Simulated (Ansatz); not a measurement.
**GeCN+ (singlet): the correlation ladder, cc-pVDZ**

One table from this session's results is given with a row withheld; the runs are named, their logs left out.

The runs use Ansatz 0.2.0, Gaussian basis; cc-pVDZ, core rule «outside noble gas», up to 16 orbitals frozen.

Plan: UHF; CCSD(T) on RHF; CCSD(T) on UHF; BCCD(T) on RHF; CISD; CCSDT(Q) on RHF; CCSDT(Q) on UHF; CASSCF and MRCISD+Q, 10 electrons in 11 orbitals; CASSCF and NEVPT2, 10 electrons in 11 orbitals.

22 further runs of the same task are left out: 8 that didn't finish, 14 set aside as unsound or not needed. Runs told in other sessions of the task aren't counted.

## The geometry

The geometry is a PBE0/def2-TZVP stationary point (not a proven minimum) of the parent state, kept for this charge and spin. No spin-orbit coupling is included. The filled d shell of Ge may be among the frozen orbitals whatever the setting's name suggests.

3 atoms, charge 1, spin multiplicity 1.

Atoms are counted from 1 here; the program's logs count them from 0.

Bond lengths: Ge1–C2 1.947 Å, C2–N3 1.160 Å. Angles: Ge1–C2–N3 180.0°.

The first run:

The input, in.yaml:

```yaml
crystal:
  periodic: [false, false, false]
  atoms:
    - {symbol: Ge, position_ang: [0.000000, 0.000000, 1.684600]}
    - {symbol: C, position_ang: [0.000000, 0.000000, -0.262100]}
    - {symbol: N, position_ang: [0.000000, 0.000000, -1.422500]}
basis:
  gaussian: {orbitals: cc-pVDZ}
total_charge: 1
magnetization: {spin_polarized: true, initial_magnetization: 0}
hamiltonian: {xc: hf}
output: {orbitals: {seedname: orbitals}}
```

On the command line:

```bash
$ ansatz run in.yaml --threads 1 --pin off --events-out ev --progress --plain --max-ram 2393MiB
```

Steps of the session up to this table: UHF; CCSD(T) on RHF; CCSD(T) on UHF; BCCD(T) on RHF; CISD; CCSDT(Q) on RHF; CCSDT(Q) on UHF; CASSCF and MRCISD+Q, 10 electrons in 11 orbitals; CASSCF and NEVPT2, 10 electrons in 11 orbitals.

One table of the session follows, with a row left open; its other results are not shown here.

```
          method  from RCCSDT(Q) (meV)
             RHF               +9853.1
             UHF               +9843.5
            RMP2                +933.1
            CISD               +1474.5
           RCCSD                +516.2
        RCCSD(T)                 +67.4
         BCCD(T)                 +65.0
          RCCSDT                     ?
       RCCSDT(Q)                     0
  CASSCF valence               +4961.3
  NEVPT2 valence                +995.2
  MRCISD valence                +339.2
MRCISD+Q valence                 +45.8
```

Q: Estimate the row for RCCSDT from the others.

As computed: from RCCSDT(Q) (meV): +58.9. In the column «from RCCSDT(Q) (meV)» it lies between MRCISD+Q valence (+45.8) and BCCD(T) (+65.0).

Not comparable, so not listed: CCSD(T) on UHF; CCSDT(Q) on UHF (they don't share determinant, frozen orbitals or solution with the rows shown, or repeat one).

Limits of these values: Warnings: restricted reference is unstable; spin contamination.
